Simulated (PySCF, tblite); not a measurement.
**C3H11NOSi4: geometry, infrared bands and NMR shifts**

Wanted: the infrared bands and NMR shifts of C3H11NOSi4 (`CO[Si]1(CC#N)[SiH2][SiH2][SiH2]1`), by calculation.

The runs use tblite 0.8.0 and PySCF 2.14.0, with density-fitted response routines of our own; the level of theory stands in each step. All values are computed, except where a source is named. Atoms are numbered from 0 throughout.

**1. The starting structure**

20 atoms, charge 0, multiplicity 1; geometry from: force field or distance geometry start.

Bonds of the start (Å): C0–O1 1.42, O1–Si2 1.65, Si2–C3 1.86, C3–C4 1.45, C4–N5 1.17, Si2–Si6 2.29, Si6–Si7 2.28, Si7–Si8 2.28, Si8–Si2 2.29, C0–H9 1.09, C0–H10 1.10, C0–H11 1.08, C3–H12 1.10, C3–H13 1.09, Si6–H14 1.49, Si6–H15 1.50, Si7–H16 1.49, Si7–H17 1.50, Si8–H18 1.48, Si8–H19 1.49.

**2. Geometry optimisation with GFN2-xTB**

Job settings and geometry (Å):

```
{"job": {"kind": "relax", "xc": "GFN2-xTB", "basis": "xTB"}, "charge": 0, "multiplicity": 1}
C      2.219700     0.029400    -1.559600
O      1.750500    -0.090800    -0.227600
Si     0.204400     0.311300     0.182700
C     -0.349800     2.048700    -0.163500
C     -0.508600     2.325600    -1.577900
N     -0.634900     2.539400    -2.721600
Si    -0.289200    -0.262100     2.349100
Si    -0.933500    -2.296300     1.553300
Si    -1.358500    -1.250400    -0.432400
H      2.255600     1.084000    -1.851500
H      1.577700    -0.533300    -2.256600
H      3.220100    -0.382200    -1.610400
H      0.371000     2.746000     0.280200
H     -1.297400     2.246100     0.344700
H      0.882200    -0.262000     3.267800
H     -1.424000     0.556800     2.877700
H      0.176900    -3.279600     1.464400
H     -2.151500    -2.865100     2.212800
H     -0.998900    -2.013200    -1.648100
H     -2.717000    -0.641600    -0.486800
```

The run is started by

```console
OMP_NUM_THREADS=1 python probes_run.py task.json out
```

This one command runs all jobs of the session in turn.

**Question.** This job is followed by: GFN2-xTB harmonic vibrations, gas phase; GIAO PBE0/pcSseg-1 NMR shielding, non-relativistic, gas phase. What will the session give for the following? strongest single infrared mode (GFN2-xTB); zero-point energy (GFN2-xTB); ¹³C shifts against TMS (PBE0/pcSseg-1); ¹H shifts against TMS (PBE0/pcSseg-1, means over atoms taken as alike); ¹⁷O shifts against H2O (PBE0/pcSseg-1); ²⁹Si shifts against TMS (PBE0/pcSseg-1, means over atoms taken as alike); ¹⁵N shifts against NH3 (PBE0/pcSseg-1).

The runs gave:

```
                                                                quantity                                   value
                               strongest single infrared mode (GFN2-xTB)                   2179 cm⁻¹, 654 km/mol
                                            zero-point energy (GFN2-xTB)                           78.8 kcal/mol
                                  ¹³C shifts against TMS (PBE0/pcSseg-1)                    124.0, 55.5, 8.6 ppm
  ¹H shifts against TMS (PBE0/pcSseg-1, means over atoms taken as alike)  4.35, 4.11, 3.98, 3.95, 3.88, 1.68 ppm
                                  ¹⁷O shifts against H2O (PBE0/pcSseg-1)                                20.6 ppm
²⁹Si shifts against TMS (PBE0/pcSseg-1, means over atoms taken as alike)                 33.1, -90.4, -115.9 ppm
                                  ¹⁵N shifts against NH3 (PBE0/pcSseg-1)                               300.5 ppm
```

**Reading.** Over 126 steps the energy fell by 0.713 eV; of the close pairs, Si2–C3 changed most, 1.856 to 1.950 Å. All 54 modes are real, so the xTB geometry is a minimum. The strongest single mode, at 2179 cm⁻¹, moves mainly H17. GFN2-xTB is a fitted tight-binding method: band positions and strengths are rough. Its intensities can rank the bands wrongly. C4 (nitrile carbon) lies farthest downfield among carbon, at 124.0 ppm; C≡N carbons fall here, among the sp2 signals but without a proton. At PBE0/pcSseg-1: The largest span, 497 ppm, is at N5, where the paramagnetic term is -373 ppm.
